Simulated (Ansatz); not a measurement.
**Cu (bcc type): how the settings move a single-point run**

Question: which choices in the input matter for Cu (bcc type)?

Computed with Ansatz 0.2.0 (reference: DFT, LDA, all-electron LAPW, scalar-relativistic, unless a step's input says otherwise).

1 further run of the same task is left out (it didn't finish). Runs told in other sessions of the task aren't counted.

## (1) The starting structure

The structure is cubic, space group Im-3m (No. 229). Conventional cell: a = 2.422 Å, b = 2.422 Å, c = 2.422 Å, α = 90.00°, β = 90.00°, γ = 90.00°. Cu (site symmetry m-3m) is surrounded by 8 Cu at 2.10 Å.

As a file:

```cif
data_structure
_symmetry_space_group_name_H-M 'P 1'
_symmetry_Int_Tables_number 1
_cell_length_a 2.0977
_cell_length_b 2.0977
_cell_length_c 2.0977
_cell_angle_alpha 109.471
_cell_angle_beta 109.471
_cell_angle_gamma 109.471
_cell_volume 7.11
loop_
_atom_site_label
_atom_site_type_symbol
_atom_site_fract_x
_atom_site_fract_y
_atom_site_fract_z
_atom_site_occupancy
Cu1 Cu 0.00000 0.00000 0.00000 1
```

## (2) Baseline

Contents of input.yaml:

```yaml
crystal:
  lattice:
    - [-1.2111189581, 1.2111189581, 1.2111189581]
    - [1.2111189581, -1.2111189581, 1.2111189581]
    - [1.2111189581, 1.2111189581, -1.2111189581]
  atoms:
    - { symbol: Cu, position: [0.0, 0.0, 0.0] }
kpoints:
  mp_grid: { grid: [19, 19, 19] }
scf:
  occupations: { method: fermi_dirac, width: 0.08 }
hamiltonian:
  xc: lda
  pseudopotentials: { kind: all_electron, lapw: { basis_error: 0.001 } }
output:
  forces: true
  stress: true
  eigenvalues: true
  populations: true
```

On the command line:

```
ansatz run input.yaml --threads 1 --pin off --max-ram 2048MiB --backend cpu --events-out ev --progress --plain --runs-dir out
```

The main lines of its log:

```text
[...]
Basis set: ecut = 464.91601318669206 eV, 177 PW (Γ), exchange–correlation at level 2
[...]
k-points: 220 of 6859
[...]
SCF iter   1: F=—  HF=-44963.920635 eV  |F-HF|=—  |Δ(HF+E_count)|=         —  Δρ=8.70e-2  dr2=2.02e-1  ethr=1.06e-3  ⟨swp⟩=2.2  Hψ=21259  notcnv=0
preconditioner: auto → none  [metal: Δε(μ)=0.020 eV  Ē_g=23.506 eV  σ=0.080 eV  W_gap=0.06  n_scr=0 (ndim 8)  ℏωp=46.2 eV  f_vac=0.000  D(μ)=0.39/eV (n_scr^D=0)]
[...]
SCF iter   2: F=—  HF=-44963.695126 eV  |F-HF|=—  |Δ(HF+E_count)|=   2.26e-1  Δρ=2.64e-2  dr2=1.86e-2  ethr=9.82e-5  ⟨swp⟩=2.0  Hψ=15559  notcnv=0  defer=1
[...]
SCF iter   5: F=—  HF=-44963.076872 eV  |F-HF|=—  |Δ(HF+E_count)|=   9.19e-5  Δρ=1.03e-4  dr2=2.89e-7  ethr=4.17e-7  ⟨swp⟩=2.0  Hψ=8046  notcnv=0
SCF iter   6: F=-44963.076869 eV  HF=-44963.076869 eV  |F-HF|=2.06e-8  |Δ(HF+E_count)|=   2.53e-6  Δρ=1.16e-5  dr2=2.90e-9  ethr=1.52e-9  ⟨swp⟩=3.0  Hψ=8409  notcnv=0
[...]
SCF converged after 6 iterations
Free energy (F): -44963.076869 eV
[...]
E sigma→0 (E₀):  -44963.074473 eV
[...]
Fermi energy:    30.521336 eV
[...]
  P = ⅓ Tr σ = 231.8755 GPa (2318.755 kbar)
[...]
```

Run time: 16 s. Hardware: 1 thread of Arm Neoverse V2, shared host; peak memory 0.37 GiB.

## (3) Variant: dr2_threshold 1.0e-11, hubbard.sites [{species: Cu, l: d, u_eff: 5.0}], hubbard.double_counting fll

Changes to input.yaml since step 2:

```diff
@@ -11,2 +11,3 @@
   occupations: { method: fermi_dirac, width: 0.08 }
+  convergence: { dr2_threshold: 1.0e-11 }
 hamiltonian:
@@ -14,2 +15,3 @@
   pseudopotentials: { kind: all_electron, lapw: { basis_error: 0.001 } }
+  hubbard: { sites: [{ species: Cu, l: d, u_eff: 5.0 }], double_counting: fll }
 output:
```

On the command line:

```
ansatz run input.yaml --threads 1 --pin off --max-ram 2048MiB --backend cpu --events-out ev --progress --plain --runs-dir out
```

What it wrote, shortened:

```text
Cu: projections on atomic orbitals take those of the free atom 1s2 2s2 2p6 3s2 3p6 3d10 4s1, of charge +0.00 (hamiltonian.pseudopotentials.projection_atoms)
LAPW: plane waves up to 11.047 Å⁻¹, error target 1.0e-3 eV per atom; small_component_spin mean_spin; Cu in spheres of 1.049 Å, 19 of its electrons in bands, Dirac shells []
[...]
Pseudopotentials: kind: all_electron
Pseudopotential: Cu, LAPW, valence charge 19, Koelling and Harmon's equation, gaussian nucleus
Functional definition: SPW92
[...]
Crystal: 1 atoms, lattice volume = 7.106 Å³
Basis set: ecut = 464.91601318669206 eV, 177 PW (Γ), exchange–correlation at level 2
Bands: 14, of which v1, the nominal top of the filled ones, is band 10 counted from 1 (9 counted from 0)
Symmetry: 48 space group operations
Space group: Im-3m (ITA 229), of the structure as read, at distance tolerance 1.9e-5 Å
k-points: 220 of 6859
[...]
SCF iter   1: F=—  HF=-44963.186596 eV  |F-HF|=—  |Δ(HF+E_count)|=         —  Δρ=6.91e-2  dr2=1.27e-1  ethr=6.66e-4  ⟨swp⟩=2.6  Hψ=21412  notcnv=0
[...]
SCF iter   8: F=-44962.651609 eV  HF=-44962.651609 eV  |F-HF|=2.18e-11  |Δ(HF+E_count)|=  2.18e-10  Δρ=1.85e-8  dr2=9.26e-15  ethr=1.00e-12  ⟨swp⟩=2.0  Hψ=8045  notcnv=0
[...]
SCF converged after 8 iterations
Free energy (F): -44962.651609 eV
[...]
E sigma→0 (E₀):  -44962.650004 eV
Entropy (-TS):   -0.003208 eV (-3.208 meV/atom)
Fermi energy:    30.099099 eV
[...]
--- Forces (eV/Å), atoms counted from 1 ---
  atom   1  Cu     0.00000000     0.00000000    -0.00000000
[...]
--- Stress (GPa, compression-positive) ---
      230.499636       0.000000      -0.000000
        0.000000     230.499636       0.000000
       -0.000000       0.000000     230.499636
  P = ⅓ Tr σ = 230.4996 GPa (2304.996 kbar)
--- Band table (eV; the first three rows and the last of 220) ---
  k-point 0: bands = ["-82.7281", "-40.1601", "-40.1601", "-40.1601", "16.3372", "22.8439", "22.8439", "22.8439", "24.9993", "24.9993", "60.2322", "60.2322", "60.2322", "67.9212"]
[...]
Occupation matrices written to <dir>
--- Löwdin populations: 1 site ---
  site symbol       q [e]
     0     Cu     28.8475
  spilling = 0.005257 (of n_electrons = 29.000000)
```

It took 22 s on 1 thread of Arm Neoverse V2, shared host; peak memory 0.4 GiB.

Changing the convergence setting, Hubbard U and double counting of the Hubbard term moves the energy by +425.3 meV/atom, and the pressure goes from 231.9 to 230.5 GPa. The U term adds an energy of its own, so the shift says nothing about which run is better. Cost: 8 SCF cycles against 6, 22 s against 16 s.

## (4) Changing settings: occupations.method gaussian, occupations.width 0.005, accuracy medium

Changes to input.yaml since step 2:

```diff
@@ -10,3 +10,3 @@
 scf:
-  occupations: { method: fermi_dirac, width: 0.08 }
+  occupations: { method: gaussian, width: 0.005 }
 hamiltonian:
@@ -19 +19,2 @@
   populations: true
+accuracy: medium
```

On the command line:

```
ansatz run input.yaml --threads 1 --pin off --max-ram 2048MiB --backend cpu --events-out ev --progress --plain --runs-dir out
```

What it wrote, shortened:

```text
Cu: projections on atomic orbitals take those of the free atom 1s2 2s2 2p6 3s2 3p6 3d10 4s1, of charge +0.00 (hamiltonian.pseudopotentials.projection_atoms)
LAPW: plane waves up to 11.047 Å⁻¹, error target 1.0e-3 eV per atom; small_component_spin mean_spin; Cu in spheres of 1.049 Å, 19 of its electrons in bands, Dirac shells []
[...]
Pseudopotentials: kind: all_electron
Pseudopotential: Cu, LAPW, valence charge 19, Koelling and Harmon's equation, gaussian nucleus
Functional definition: SPW92
[...]
Crystal: 1 atoms, lattice volume = 7.106 Å³
Basis set: ecut = 464.91601318669206 eV, 177 PW (Γ), exchange–correlation at level 2
Bands: 14, of which v1, the nominal top of the filled ones, is band 10 counted from 1 (9 counted from 0)
Symmetry: 48 space group operations
Space group: Im-3m (ITA 229), of the structure as read, at distance tolerance 1.9e-5 Å
k-points: 220 of 6859
[...]
SCF iter   6: F=-44963.074236 eV  HF=-44963.074236 eV  |F-HF|=2.71e-8  |Δ(HF+E_count)|=   2.40e-6  Δρ=1.37e-5  dr2=3.21e-9  ethr=1.67e-9  ⟨swp⟩=2.8  Hψ=8285  notcnv=0
[...]
SCF converged after 6 iterations
Free energy (F): -44963.074236 eV
[...]
E sigma→0 (E₀):  -44963.074230 eV
Entropy (-TS):   -0.000012 eV (-0.012 meV/atom)
Fermi energy:    30.489688 eV
[...]
--- Forces (eV/Å), atoms counted from 1 ---
  atom   1  Cu    -0.00000000    -0.00000000     0.00000000
[...]
--- Stress (GPa, compression-positive) ---
      231.805533       0.000000      -0.000000
        0.000000     231.805533       0.000000
       -0.000000       0.000000     231.805533
  P = ⅓ Tr σ = 231.8055 GPa (2318.055 kbar)
--- Band table (eV; the first three rows and the last of 220) ---
  k-point 0: bands = ["-83.1676", "-40.5860", "-40.5860", "-40.5860", "16.3302", "24.9216", "24.9216", "24.9216", "27.0825", "27.0825", "60.2634", "60.2634", "60.2634", "67.9001"]
[...]
--- Löwdin populations: 1 site ---
  site symbol       q [e]
     0     Cu     28.8238
  spilling = 0.006075 (of n_electrons = 29.000000)
```

Run time: 15 s. Hardware: 1 thread of Arm Neoverse V2, shared host; peak memory 0.37 GiB.

Changing the smearing leaves the energy as it was (+0.2 meV/atom).

## (5) Side by side

| run | ending | energy change | pressure (GPa) | gap (eV) | force (eV/Å) | cycles | time |
| --- | --- | --- | --- | --- | --- | --- | --- |
| reference | converged | 0 | 231.9 | 0.00 | 0.00 | 6 | 16 s |
| 1: dr2_threshold 1.0e-11, hubbard.sites [{species: Cu, l: d, u_eff: 5.0}], hubbard.double_counting fll | converged | +425.3 meV/atom (Hubbard term changed: no physical gain or loss) | 230.5 | 0.00 | 0.00 | 8 | 22 s |
| 2: occupations.method gaussian, occupations.width 0.005, accuracy medium | converged | +0.2 meV/atom (σ→0) | 231.8 | 0.00 | 0.00 | 6 | 15 s |

Residual by cycle in the longest SCF loop of each run; runs are numbered as in the table. The quantity is the density residual dr2, in eV.

| cycle | reference | run 1 | run 2 |
| --- | --- | --- | --- |
| 1 | 0.202 | 0.127 | 0.201 |
| 2 | 0.0186 | 0.00466 | 0.0184 |
| 3 | 0.00588 | 0.00411 | 0.00597 |
| 4 | 7.9e-5 | 5.3e-5 | 7.1e-5 |
| 5 | 2.9e-7 | 2.3e-7 | 3.2e-7 |
| 6 | 2.9e-9 | 2.2e-9 | 3.2e-9 |
| 7 | - | 6.4e-12 | - |
| 8 | - | 9.3e-15 | - |

«occupations.method gaussian, occupations.width 0.005, accuracy medium» moves the energy by +0.2 meV/atom. A changed U is a change of model: its shifts are not errors of convergence. The structure is not at rest: the sound run finds 232 GPa, so these are no properties of the relaxed crystal. 
